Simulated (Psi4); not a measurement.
# GeH2F2 (SMILES [F][GeH2][F]) at B3LYP/6-31G(d) (Cartesian functions)

What is the energy change on altering one bond length of GeH2F2 at B3LYP/6-31G* (Cartesian functions)? 

The calculation is run with Psi4 1.11.

### Step 1. The system as given

GeH2F2 has 5 atoms, charge 0, and is taken as a singlet. SMILES: `[F][GeH2][F]`. Geometry: relaxed at PBE0-D4/def2-TZVP.

Bond lengths: F1–Ge2 1.724 Å, Ge2–F3 1.724 Å, Ge2–H4 1.527 Å, Ge2–H5 1.527 Å. Angles: F1–Ge2–F3 105.0°, F1–Ge2–H4 107.9°, F1–Ge2–H5 107.9°, F3–Ge2–H4 107.9°, F3–Ge2–H5 107.9°, H4–Ge2–H5 119.3°.

### Step 2. Energy and forces at B3LYP/6-31G(d) (Cartesian functions)

File f2geh2.inp:

```
memory 1.6 GB

molecule {
  0 1
  F     -0.572600     0.228500     1.525800
  Ge     0.103000    -0.071300    -0.032200
  F     -0.974500     0.694200    -1.139700
  H      0.047300    -1.576200    -0.286700
  H      1.446600     0.651000    -0.108600
  symmetry c1
}

set {
  basis                6-31G*
  puream               false
  e_convergence        1e-09
  d_convergence        1e-08
  scf_type             pk
  dft_radial_points    99
  dft_spherical_points 590
}

e, wfn = gradient('b3lyp', return_wfn=True)
oeprop(wfn, 'MAYER_INDICES', 'LOWDIN_CHARGES', 'MULLIKEN_CHARGES', title='B3LYP')
```

Launch:

```sh
$ psi4 f2geh2.inp f2geh2.out -n 1
```

f2geh2.out:

```text
[...]
  Running in c1 symmetry.
[...]
  Nuclear repulsion =  222.041292592456301
[...]
  Multiplicity = 1
[...]
  Nalpha       = 26
  Nbeta        = 26
[...]
    Number of basis functions: 69
[...]
   @RKS iter   1: -2276.28973699403195   -2.05464e+00   4.18936e-02 DIIS/ADIIS
[...]
   @RKS iter  11: -2277.70711219693931   -6.82121e-12   5.05648e-09 DIIS
[...]
  @RKS Final Energy: -2277.70711219693931
   => Energetics <=
    Nuclear Repulsion Energy =            222.0412925924563012
    One-Electron Energy =               -3616.2040482062657247
    Two-Electron Energy =                1197.6162529168004767
    DFT Exchange-Correlation Energy =     -81.1606094999306578
    Empirical Dispersion Energy =           0.0000000000000000
    VV10 Nonlocal Energy =                  0.0000000000000000
    Total Energy =                      -2277.7071121969397609
[...]
 Multipole Moments:
 ------------------------------------------------------------------------------------
     Multipole            Electronic (a.u.)      Nuclear  (a.u.)        Total (a.u.)
 ------------------------------------------------------------------------------------
 L = 1.  Multiply by 2.5417464519 to convert [e a0] to [Debye]
 Dipole X            :          0.5902226            0.2243122            0.8145348
 Dipole Y            :         -0.3586778           -0.1362931           -0.4949709
 Dipole Z            :         -0.1517766           -0.0575851           -0.2093618
 Magnitude           :                                                    0.9758562
[...]
  -Total Gradient:
     Atom            X                  Y                   Z
    ------   -----------------  -----------------  -----------------
       1        0.001957720369    -0.000773994852    -0.005730911632
       2       -0.000313061711     0.000171093226     0.000059059100
       3        0.003488771767    -0.002540776342     0.004347896398
       4       -0.000951903511     0.004269601407     0.000890392962
       5       -0.004285288093    -0.001062807802     0.000460281818
[...]
  Mulliken Charges: (a.u.)
   Center  Symbol    Alpha    Beta     Spin     Total
       1     F     4.69609  4.69609  0.00000 -0.39218
       2    GE    15.63764 15.63764  0.00000  0.72473
       3     F     4.69609  4.69609  0.00000 -0.39218
       4     H     0.48509  0.48509  0.00000  0.02983
       5     H     0.48510  0.48510  0.00000  0.02980
   Total alpha = 26.00000, Total beta = 26.00000, Total charge = -0.00000
  Lowdin Charges: (a.u.)
   Center  Symbol    Alpha    Beta     Spin     Total
       1     F     4.66808  4.66808  0.00000 -0.33615
[...]
```

Run time: 7.8 s. Hardware: 1 thread of AMD EPYC 9R45 (Zen 5), shared host; peak memory 0.72 GiB.

### Step 3. The distorted shape, same level

File job.dat:

```
memory 1600 mb

molecule {
  0 1
  F     -0.564244     0.454258     1.563979
  Ge     0.111356     0.154458     0.005979
  F     -0.966144     0.919958    -1.101521
  H      0.047300    -1.576200    -0.286700
  H      1.454956     0.876758    -0.070421
  symmetry c1
  no_reorient
  no_com
}

set {
  basis                6-31G*
  puream               false
  e_convergence        1e-09
  d_convergence        1e-08
  scf_type             pk
  dft_radial_points    99
  dft_spherical_points 590
}

energy_value, wavefunction = gradient('b3lyp', return_wfn=True)
oeprop(wavefunction, 'MAYER_INDICES', 'MULLIKEN_CHARGES', 'LOWDIN_CHARGES')
```

Launch:

```sh
$ psi4 -i job.dat -o job.out -n 1
```

job.out:

```text
[...]
  Running in c1 symmetry.
[...]
  Nuclear repulsion =  220.345800065294583
[...]
  Multiplicity = 1
[...]
  Nalpha       = 26
  Nbeta        = 26
[...]
    Number of basis functions: 69
[...]
   @RKS iter   1: -2276.23946052241354   -2.10371e+00   4.20122e-02 ADIIS/DIIS
[...]
   @RKS iter  12: -2277.69625495903074   -3.18323e-12   1.65940e-09 DIIS
[...]
  @RKS Final Energy: -2277.69625495903074
   => Energetics <=
    Nuclear Repulsion Energy =            220.3458000652945827
    One-Electron Energy =               -3612.6350188234864618
    Two-Electron Energy =                1195.7146878505282075
    DFT Exchange-Correlation Energy =     -81.1217240513669680
    Empirical Dispersion Energy =           0.0000000000000000
    VV10 Nonlocal Energy =                  0.0000000000000000
    Total Energy =                      -2277.6962549590307390
[...]
 Multipole Moments:
 ------------------------------------------------------------------------------------
     Multipole            Electronic (a.u.)      Nuclear  (a.u.)        Total (a.u.)
 ------------------------------------------------------------------------------------
 L = 1.  Multiply by 2.5417464519 to convert [e a0] to [Debye]
 Dipole X            :         17.2759570          -16.4554403            0.8205167
 Dipole Y            :        -31.7543561           31.3905392           -0.3638168
 Dipole Z            :         -7.7393173            7.5519673           -0.1873500
 Magnitude           :                                                    0.9169026
[...]
  -Total Gradient:
     Atom            X                  Y                   Z
    ------   -----------------  -----------------  -----------------
       1        0.001595195276    -0.000097680753    -0.004644104330
       2        0.003252214946     0.047216725660     0.007740207682
       3        0.002864582966    -0.001561241361     0.003699175377
       4       -0.002848246521    -0.045213895824    -0.007468331874
       5       -0.005008818134    -0.000398877354     0.000685367524
[...]
  Mulliken Charges: (a.u.)
   Center  Symbol    Alpha    Beta     Spin     Total
       1     F     4.69346  4.69346  0.00000 -0.38692
       2    GE    15.61786 15.61786  0.00000  0.76427
       3     F     4.69346  4.69346  0.00000 -0.38692
       4     H     0.51447  0.51447  0.00000 -0.02895
       5     H     0.48074  0.48074  0.00000  0.03852
   Total alpha = 26.00000, Total beta = 26.00000, Total charge =  0.00000
  Lowdin Charges: (a.u.)
   Center  Symbol    Alpha    Beta     Spin     Total
       1     F     4.66516  4.66516  0.00000 -0.33032
[...]
```

It took 8.1 s on 1 thread of AMD EPYC 9R45 (Zen 5), shared host; peak memory 0.71 GiB.

### Step 4. What came out

Level: B3LYP/6-31G* (Cartesian functions).

```
                                                          quantity           value
                                         first shape: total energy  -2277.70711 Eh
                                        first shape: dipole moment          2.48 D
                                          first shape: HOMO energy        -9.51 eV
                                          first shape: LUMO energy        -0.03 eV
                                        first shape: HOMO–LUMO gap         9.48 eV
                             first shape: largest force on an atom      0.315 eV/Å
                                     distorted shape: total energy  -2277.69625 Eh
                                    distorted shape: dipole moment          2.33 D
                                      distorted shape: HOMO energy        -9.26 eV
                                      distorted shape: LUMO energy        -0.42 eV
                                    distorted shape: HOMO–LUMO gap         8.84 eV
                         distorted shape: largest force on an atom      2.466 eV/Å
energy change with the Ge2–H4 bond stretched from 1.527 to 1.756 Å        0.295 eV
```

In words: With the Ge2–H4 bond stretched from 1.527 to 1.756 Å the energy rises by 0.30 eV (6.8 kcal/mol). The first shape isn't relaxed at this level, so the change isn't measured from a minimum. The largest force (first shape) is 0.32 eV/Å: the shape isn't a stationary point for this species at this level. Mulliken charges (first shape) run from -0.39 on F1 to +0.72 on Ge2. Mulliken charges (distorted shape) run from -0.39 on F1 to +0.76 on Ge2; they depend strongly on the basis.
